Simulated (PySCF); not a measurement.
# C5H4ClF3: a tour of settings, part 2 of 2

PySCF 2.14.0. Atoms count from 0. Earlier steps stand in the parts before.

### 6 Indirect couplings: PW91/aug-cc-pVDZ

What the job is given:

```
{"job": {"kind": "j", "xc": "PW91", "basis": "aug-cc-pVDZ", "scf": {"conv": 1e-11, "aux": "def2-universal-jkfit"}}, "charge": 0, "multiplicity": 1}
F      2.086392    -0.910680     1.915972
C      2.087442    -0.569789     0.639688
F      3.315585    -0.640563     0.143820
C      1.028625    -0.202899    -0.079064
F      1.264552     0.116541    -1.372146
C     -0.389067    -0.070111     0.310467
Cl    -0.744353    -0.628101     1.941771
C     -1.451362    -0.269541    -0.738956
C     -1.175643     1.103679    -0.216473
H     -2.356489    -0.765321    -0.426494
H     -1.125730    -0.520318    -1.737136
H     -1.890875     1.554526     0.452726
H     -0.653465     1.803063    -0.851903
```

Method: PW91/aug-cc-pVDZ indirect spin-spin coupling, non-relativistic, gas phase.

What it wrote:

```text
final grid: 124088 points
cycle   1  E = -952.3852140402  dE =  1.410e+00  |g| = 7.453e-01  |ddm| = 1.091e+01
cycle   2  E = -952.0622814336  dE =  3.229e-01  |g| = 1.512e+00  |ddm| = 4.492e+00
cycle   3  E = -952.4843296962  dE = -4.220e-01  |g| = 1.811e-01  |ddm| = 3.178e+00
cycle   4  E = -952.4900876932  dE = -5.758e-03  |g| = 1.001e-01  |ddm| = 6.117e-01
cycle   5  E = -952.4919653699  dE = -1.878e-03  |g| = 3.677e-02  |ddm| = 2.145e-01
cycle   6  E = -952.4922591872  dE = -2.938e-04  |g| = 1.307e-02  |ddm| = 9.863e-02
cycle   7  E = -952.4922987075  dE = -3.952e-05  |g| = 3.656e-03  |ddm| = 3.218e-02
cycle   8  E = -952.4923012461  dE = -2.539e-06  |g| = 7.140e-04  |ddm| = 7.589e-03
cycle   9  E = -952.4923013359  dE = -8.983e-08  |g| = 2.356e-04  |ddm| = 1.784e-03
cycle  10  E = -952.4923013468  dE = -1.087e-08  |g| = 6.898e-05  |ddm| = 5.431e-04
cycle  11  E = -952.4923013473  dE = -4.964e-10  |g| = 4.402e-05  |ddm| = 1.971e-04
cycle  12  E = -952.4923013477  dE = -3.888e-10  |g| = 9.174e-06  |ddm| = 9.100e-05
cycle  13  E = -952.4923013477  dE = -1.887e-11  |g| = 3.807e-06  |ddm| = 2.677e-05
cycle  14  E = -952.4923013477  dE = -2.274e-12  |g| = 6.315e-07  |ddm| = 1.015e-05
converged SCF energy = -952.4923013477

Indirect spin-spin couplings (Hz)
  i      j    bonds     total        FC       PSO       DSO        SD
  0 F    1 C    1   -266.881  -246.713   -18.848     1.320    -2.640
  0 F    2 F    2     16.460    23.271   -39.923    -0.506    33.618
  0 F    3 C    2     33.520    35.254   -11.150     0.045     9.372
  0 F    4 F    3   -135.730   -18.510  -129.111    -1.439    13.330
  0 F    5 C    3     -3.450    -4.386     0.811     0.141    -0.018
  0 F    7 C    4      1.058     1.343     0.412    -0.214    -0.483
  0 F    8 C    4      1.606     1.850     0.433    -0.182    -0.496
  0 F    9 H    5     -0.207     0.226     0.582    -0.862    -0.153
  0 F   10 H    5     -0.541     0.007     0.534    -0.897    -0.185
  0 F   11 H    5     -0.205     0.219     0.514    -0.743    -0.195
  0 F   12 H    5     -0.509    -0.154     0.480    -0.760    -0.075
  1 C    2 F    1   -262.043  -242.711   -18.557     1.281    -2.055
  1 C    4 F    2     49.388    43.582    -4.699     0.177    10.328
  1 C   12 H    4     -0.162    -0.159     0.067    -0.070         -
  2 F    3 C    2     24.432    33.083   -16.854    -0.004     8.207
  2 F    4 F    3     37.808     2.718     3.739     0.302    31.050
  2 F    5 C    3     -1.591     0.720    -2.231    -0.220     0.141
  2 F    7 C    4      1.087     1.865    -0.331    -0.233    -0.213
  2 F    8 C    4      0.962     1.894    -0.310    -0.225    -0.397
  2 F    9 H    5     -0.356     0.224     0.615    -1.051    -0.144
  2 F   10 H    5     -0.445     0.138     0.282    -0.659    -0.206
  2 F   11 H    5     -0.421     0.218     0.574    -1.034    -0.179
  2 F   12 H    5     -0.195     0.225     0.290    -0.581    -0.128
  3 C    4 F    1   -219.158  -238.305    11.486     1.240     6.422
  3 C    9 H    3      0.394     0.496     0.144    -0.246         -
  3 C   10 H    3      1.724     1.677    -0.196     0.242         -
  3 C   11 H    3      0.474     0.571     0.143    -0.240         -
  3 C   12 H    3      1.677     1.614    -0.214     0.277         -
  4 F    5 C    2     20.428    25.496    -4.573     0.214    -0.709
  4 F    7 C    3      1.888     2.563    -0.939     0.146     0.119
  4 F    8 C    3     -0.489    -0.298    -0.381     0.113     0.077
  4 F    9 H    4      1.072     1.354     0.912    -1.189    -0.004
  4 F   10 H    4      2.430     2.497    -1.677     1.553     0.057
  4 F   11 H    4     -0.451    -0.156     0.968    -1.243    -0.020
  4 F   12 H    4      2.178     2.080    -1.214     1.346    -0.033
  5 C    9 H    2     -3.695    -3.768     0.069     0.004         -
  5 C   10 H    2     -1.578    -1.749     0.167     0.003         -
  5 C   11 H    2     -3.729    -3.807     0.077     0.000         -
  5 C   12 H    2     -1.547    -1.716     0.163     0.006         -
  7 C    9 H    1    154.188   152.775     0.421     0.992         -
  7 C   10 H    1    150.163   148.739     0.407     1.018         -
  7 C   11 H    2     -3.352    -3.375     0.267    -0.244         -
  7 C   12 H    2     -2.203    -2.247     0.273    -0.228         -
  8 C    9 H    2     -3.190    -3.215     0.267    -0.242         -
  8 C   10 H    2     -2.318    -2.361     0.271    -0.229         -
  8 C   11 H    1    154.133   152.725     0.421     0.988         -
  8 C   12 H    1    150.646   149.205     0.431     1.010         -
  9 H   10 H    2     -6.228    -5.796     2.125    -2.557         -
  9 H   11 H    3      7.862     7.672     0.285    -0.095         -
  9 H   12 H    3      5.078     5.744     1.887    -2.554         -
 10 H   11 H    3      4.923     5.587     1.878    -2.541         -
 10 H   12 H    3      8.176     8.033     0.169    -0.026         -
 11 H   12 H    2     -6.142    -5.705     2.143    -2.579         -
```

Run time: 2.4 min. Hardware: 1 thread, shared host.

The basis is not made for couplings: without tight functions at the nuclei these values are rough.

Couplings of 1 Hz or more, nine at most for each number of bonds, with means over like pairs (isotopes 13C, 19F, 1H):

```tsv
pair	bonds	J (Hz)	Fermi contact (Hz)	dihedral (°)
F0–C1	1	-266.9	-246.7	–
C1–F2	1	-262.0	-242.7	–
C3–F4	1	-219.2	-238.3	–
C7–H9	1	154.2	152.8	–
C7–H10	1	150.4	149.0	–
C1–F4	2	49.4	43.6	–
F0–C3	2	33.5	35.3	–
F2–C3	2	24.4	33.1	–
F4–C5	2	20.4	25.5	–
F0–F2	2	16.5	23.3	–
H9–H10	2	-6.2	-5.8	–
C5–H9	2	-3.7	-3.8	–
C7–H11	2	-3.3	-3.3	–
C7–H12	2	-2.3	-2.3	–
F0–F4	3	-135.7	-18.5	179
F2–F4	3	37.8	2.7	-1
H10–H12	3	8.2	8.0	0
H9–H11	3	7.9	7.7	0
H9–H12	3	5.0	5.7	-147
F0–C5	3	-3.5	-4.4	0
C3–H10	3	1.7	1.6	1
F2–C5	3	-1.6	0.7	-180
F4–H10	4	2.3	2.3	–
F0–C7	4	1.3	1.6	–
F2–C7	4	1.0	1.9	–
```

The spin-dipole term was solved for some atoms only; pairs without it lack that part.

The response was solved for the nuclei of F, H alone, so couplings that need other nuclei can be missing.

Quadrupole couplings from the field gradients of the same density:

```tsv
atom	isotope	eQq/h (MHz)	η
Cl6	35Cl	-71.3	0.01
```

Joined with the shifts from before (PBE0/pcSseg-1, scaled to CDCl3), the couplings predict the line list below for 500 MHz. Couplings to quadrupolar nuclei are left out.

1H NMR δ 1.46 (m, 2H), 1.27 (m, 2H).

### 7 Comparing the runs: NMR shifts

Shifts (ppm) of some atoms, chosen among heavy atoms and hydrogens apart, means over like atoms, with basis size and wall time:

```tsv
run	C1	C3	H10	H9	F2	F0	F4	functions	time
PBE0/pcSseg-1	168.9	137.0	1.44	1.23	-98.4	-116.1	-195.5	180	68 s
PBE0/6-31G*	153.9	126.2	1.41	1.22	-94.3	-112.1	-183.9	138	57 s
```

### 8 Results

What follows sums up all 2 parts.

| quantity | value |
| --- | --- |
| 13C shifts against TMS (PBE0/pcSseg-1, means over atoms taken as alike) | 168.9, 137.0, 40.4, 19.0 ppm |
| 1H shifts against TMS (PBE0/pcSseg-1, means over atoms taken as alike) | 1.44, 1.23 ppm |
| 19F shifts against CFCl3 (PBE0/pcSseg-1) | -98.4, -116.1, -195.5 ppm |
| 35Cl shifts against HCl (PBE0/pcSseg-1) | 161 ppm |
| lowest singlet (PBE0/def2-SVPD) | 5.79 eV (214 nm), f = 0.002 |
| brightest single state of those computed | state 4, 7.10 eV, f = 0.355 |
| lowest triplet | 4.36 eV |
| largest coupling of the table (PW91/aug-cc-pVDZ) | 1J(F,C) F0–C1, -266.9 Hz |
| range of the shift of C1 | 153.9 to 168.9 ppm |
| property runs in this session | 5, of which 0 failed and 1 gave unsound results |

In words: Single values in the summary come from the first run of each kind that ended normally (PBE0/pcSseg-1; PBE0/def2-SVPD; PW91/aug-cc-pVDZ), which need not be the best level. At PBE0/pcSseg-1: The largest span, 508 ppm, is at Cl6, where the paramagnetic term is -359 ppm. The first singlet state (HOMO→LUMO 0.92) lies at 5.79 eV and is weak; of the 6 states computed, the strongest absorption comes from state 4 at 7.10 eV. The lowest triplet lies 1.43 eV below the lowest singlet (triplets in Tamm-Dancoff, singlets in full TDDFT). In the run at PW91/aug-cc-pVDZ, the largest coupling of the table is F0–C1, -266.9 Hz, of which the Fermi-contact term gives -246.7 Hz. Couplings across rotatable bonds belong to this one conformer; where others are populated, the observed values are averages. Density functionals describe couplings to fluorine poorly, F–F couplings above all, so those rows are rough. Among the atoms with a shift in every run: In ppm, C1 moves most: its shift spreads over 15.0 ppm, from 153.9 (PBE0/6-31G*) to 168.9 (PBE0/pcSseg-1). Couplings from bases without tight functions are rough.
